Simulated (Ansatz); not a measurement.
Write a Python script for Ansatz's Python interface that makes a single point in a Gaussian basis of C₄H₁₀BN, SMILES C/N=C/B(C)C. Level of theory: CAM-B3LYP, 6-31G* basis, multiplicity 1.

`c4h10bn.xyz`
```text
16

C     2.84690    0.03360   -0.54480
N     1.50730   -0.35310   -0.17510
C     0.52030    0.46880   -0.24100
B    -0.92150    0.00940    0.17010
C    -2.12230    1.05090    0.07720
C    -1.17900   -1.48140    0.67420
H     3.19480    0.86910    0.09980
H     2.87360    0.34630   -1.61070
H     3.52710   -0.83200   -0.40790
H     0.66980    1.49050   -0.58140
H    -3.07460    0.58170    0.39950
H    -1.90750    1.92030    0.73230
H    -2.22730    1.39970   -0.97080
H    -2.25010   -1.63200    0.92140
H    -0.88860   -2.19620   -0.12320
H    -0.56870   -1.67550    1.58040
```

`run_energy.py`
```python
"""Electronic structure of the C4H10BN molecule."""

from dataclasses import dataclass

import ansatz as az
import numpy as np
import pandas as pd


@dataclass
class Options:
    basis: str = "6-31G*"
    xc: str = "cam_b3lyp"


settings = Options()


def main() -> None:
    c4h10bn = az.Crystal.molecule_from_extxyz("c4h10bn.xyz")

    model = c4h10bn.calculation()
    model = model.basis(gaussian=settings.basis)
    model = model.functional(settings.xc)
    model = model.forces()
    print(model.to_yaml())
    r = model.session().plan(threads=1).execute().report

    for key in ("converged", "free_energy_ev", "reference_energy_ev", "n_frozen", "n_occupied", "n_virtual"):
        print(f"{key:22s} {r[key]}")

    state = r["mean_field"]["state"]
    print(f"mean field: {state['energy']['hartree']:.7f} Ha, <S^2> = {abs(state['spin_squared']):.4f}, stability: {state.get('stability', {}).get('kind')}")

    symbols = [site.symbol for site in c4h10bn.cartesian_sites]
    print("forces (eV/A)")
    for symbol, f in zip(symbols, r["forces_ev_ang"]):
        print(f"  {symbol:2s} {f[0]:9.4f} {f[1]:9.4f} {f[2]:9.4f}")

    charges = r["charge_distribution"]
    table = pd.DataFrame({"atom": symbols, "mulliken": charges["mulliken_charges_e"], "lowdin": charges["lowdin_charges_e"]})
    print(table.round(3).to_string())
    print("dipole (e A):", np.round(charges["dipole_moment_e_ang"], 4) + 0.0)


if __name__ == "__main__":
    main()
```

Running `python run_energy.py` prints:
```text
crystal:
  periodic: [false, false, false]
  atoms:
    - { symbol: C, position_ang: [2.8469, 0.0336, -0.5448] }
    - { symbol: "N", position_ang: [1.5073, -0.3531, -0.1751] }
    - { symbol: C, position_ang: [0.5203, 0.4688, -0.241] }
    - { symbol: B, position_ang: [-0.9215, 0.0094, 0.1701] }
    - { symbol: C, position_ang: [-2.1223, 1.0509, 0.0772] }
    - { symbol: C, position_ang: [-1.179, -1.4814, 0.6742] }
    - { symbol: H, position_ang: [3.1948, 0.8691, 0.0998] }
    - { symbol: H, position_ang: [2.8736, 0.3463, -1.6107] }
    - { symbol: H, position_ang: [3.5271, -0.832, -0.4079] }
    - { symbol: H, position_ang: [0.6698, 1.4905, -0.5814] }
    - { symbol: H, position_ang: [-3.0746, 0.5817, 0.3995] }
    - { symbol: H, position_ang: [-1.9075, 1.9203, 0.7323] }
    - { symbol: H, position_ang: [-2.2273, 1.3997, -0.9708] }
    - { symbol: H, position_ang: [-2.2501, -1.632, 0.9214] }
    - { symbol: H, position_ang: [-0.8886, -2.1962, -0.1232] }
    - { symbol: H, position_ang: [-0.5687, -1.6755, 1.5804] }
basis:
  gaussian:
    orbitals: "6-31G*"
hamiltonian:
  xc: cam_b3lyp
output:
  forces: true

converged              True
free_energy_ev         -6472.960684310109
reference_energy_ev    -6472.960684310109
n_frozen               0
n_occupied             [23, 23]
n_virtual              [87, 87]
mean field: -237.8769176 Ha, <S^2> = 0.0000, stability: minimum
forces (eV/A)
  C     0.2664    0.2317   -0.1212
  N    -0.9992   -0.1454    0.2324
  C     0.7820   -0.7771    0.0903
  B    -0.6399   -0.4214    0.2495
  C     0.1305   -0.5250    0.1380
  C    -0.2180    0.5086   -0.1119
  H    -0.0146   -0.2819   -0.4051
  H     0.1502   -0.0147    0.4707
  H    -0.2839    0.5013   -0.1002
  H     0.2428    0.6065   -0.2308
  H     0.3695    0.4274   -0.2003
  H    -0.1730   -0.1477   -0.4087
  H    -0.0117    0.1164    0.4511
  H     0.5355   -0.0920   -0.0727
  H     0.0267    0.1599    0.5134
  H    -0.1634   -0.1466   -0.4945
   atom  mulliken  lowdin
0     C    -0.326  -0.276
1     N    -0.337  -0.046
2     C    -0.010  -0.099
3     B     0.359  -0.188
4     C    -0.588  -0.357
5     C    -0.569  -0.345
6     H     0.156   0.121
7     H     0.156   0.121
8     H     0.163   0.111
9     H     0.094   0.104
10    H     0.146   0.130
11    H     0.152   0.148
12    H     0.152   0.148
13    H     0.130   0.121
14    H     0.160   0.153
15    H     0.160   0.153
dipole (e A): [ 0.111   0.2719 -0.1039]
```

Notes:
- These settings explore the input space; basis and method may be short of convergence.
- The geometry is a force-field or estimated start, not a minimum of this method, and the basis set is short of its limit.
- The Löwdin charges here are taken after orthogonalising the functions within each atom; they differ from plain Löwdin charges, and their signs can be unphysical.
- It ran for 7.2 s on 1 thread of Arm Neoverse V2, on a shared host, peak memory 0.38 GiB.
